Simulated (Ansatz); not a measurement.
# LaYMg6: the cost of one run

Program: Ansatz 0.2.0. Level of theory: DFT PBEsol, scalar-relativistic, plane waves, PAW. These are calculated values, not measurements.

### 1 The system as given

The cell holds 32 atoms (La4Mg24Y4): a = 8.504 Å, b = 8.504 Å, c = 11.644 Å, α = 90.00°, β = 90.00°, γ = 104.50°.

The coordinates of this cell stand in the input of its own run.

The host was relaxed before at PBEsol: a = 6.723 Å, b = 6.723 Å, c = 5.206 Å, α = 90.00°, β = 90.00°, γ = 120.00° (conventional cell), 25.473 Å³/atom.

Places, in fractions of the supercell: Y in place of La at (0.250, 0.250, 0.583); La in place of Y at (0.500, 0.500, 0.917). Its neighbours start displaced at random, with a spread of 0.03 Å in each coordinate.

### 2 The perfect crystal in the supercell of 32 atoms

Contents of input.yaml:

```yaml
crystal:
  lattice:
    - [5.2059245958, -6.7238035947, 0.0]
    - [5.2059245958, 6.7238035947, 0.0]
    - [0.0, 0.0, 11.6437019927]
  atoms:
    - { symbol: La, position: [0.25, 0.25, 0.5833636432] }
    - { symbol: La, position: [0.75, 0.75, 0.5833636432] }
    - { symbol: La, position: [0.0, 0.5, 0.0833636432] }
    - { symbol: La, position: [0.5, 0.0, 0.0833636432] }
    - { symbol: Mg, position: [0.3706893169, 0.6293106831, 0.669506572] }
    - { symbol: Mg, position: [0.8706893169, 0.1293106831, 0.669506572] }
    - { symbol: Mg, position: [0.1206893169, 0.8793106831, 0.169506572] }
    - { symbol: Mg, position: [0.6206893169, 0.3793106831, 0.169506572] }
    - { symbol: Mg, position: [0.6293106831, 0.3706893169, 0.669506572] }
    - { symbol: Mg, position: [0.1293106831, 0.8706893169, 0.669506572] }
    - { symbol: Mg, position: [0.3793106831, 0.6206893169, 0.169506572] }
    - { symbol: Mg, position: [0.8793106831, 0.1206893169, 0.169506572] }
    - { symbol: Mg, position: [0.5, 0.5, 0.4109329335] }
    - { symbol: Mg, position: [0.0, 0.0, 0.4109329335] }
    - { symbol: Mg, position: [0.25, 0.75, 0.9109329335] }
    - { symbol: Mg, position: [0.75, 0.25, 0.9109329335] }
    - { symbol: Mg, position: [0.1267800223, 0.3732199777, 0.3321795613] }
    - { symbol: Mg, position: [0.6267800223, 0.8732199777, 0.3321795613] }
    - { symbol: Mg, position: [0.8767800223, 0.6232199777, 0.8321795613] }
    - { symbol: Mg, position: [0.3767800223, 0.1232199777, 0.8321795613] }
    - { symbol: Mg, position: [0.3732199777, 0.1267800223, 0.3321795613] }
    - { symbol: Mg, position: [0.8732199777, 0.6267800223, 0.3321795613] }
    - { symbol: Mg, position: [0.1232199777, 0.3767800223, 0.8321795613] }
    - { symbol: Mg, position: [0.6232199777, 0.8767800223, 0.8321795613] }
    - { symbol: Mg, position: [0.25, 0.25, 0.0856925453] }
    - { symbol: Mg, position: [0.75, 0.75, 0.0856925453] }
    - { symbol: Mg, position: [0.0, 0.5, 0.5856925453] }
    - { symbol: Mg, position: [0.5, 1.0, 0.5856925453] }
    - { symbol: "Y", position: [0.5, 0.5, 0.9166396114] }
    - { symbol: "Y", position: [0.0, 1.0, 0.9166396114] }
    - { symbol: "Y", position: [0.25, 0.75, 0.4166396114] }
    - { symbol: "Y", position: [0.75, 0.25, 0.4166396114] }
basis:
  ecutwfc: 420
  xc_grid: 2
kpoints:
  mp_grid: { grid: [3, 3, 2], shift: [0.0, 0.0, 0.5] }
hamiltonian:
  xc: pbesol
scf:
  occupations: { method: gaussian, width: 0.05 }
output:
  forces: true
  stress: true
  eigenvalues: true
  write_density: true
  write_potential: true
  elf: true
  volumetric_format: npy
```

The run is started by

```sh
$ ansatz run input.yaml --threads 8 --pin off --max-ram 14336MiB --backend cpu --events-out ev --progress --plain --runs-dir out
```

**Question.** How long does this run take on 8 threads of Intel Xeon Platinum 8488C (Sapphire Rapids), shared host, and how much memory does it need?

About 9.6 s, with a peak of 3.1 GiB.
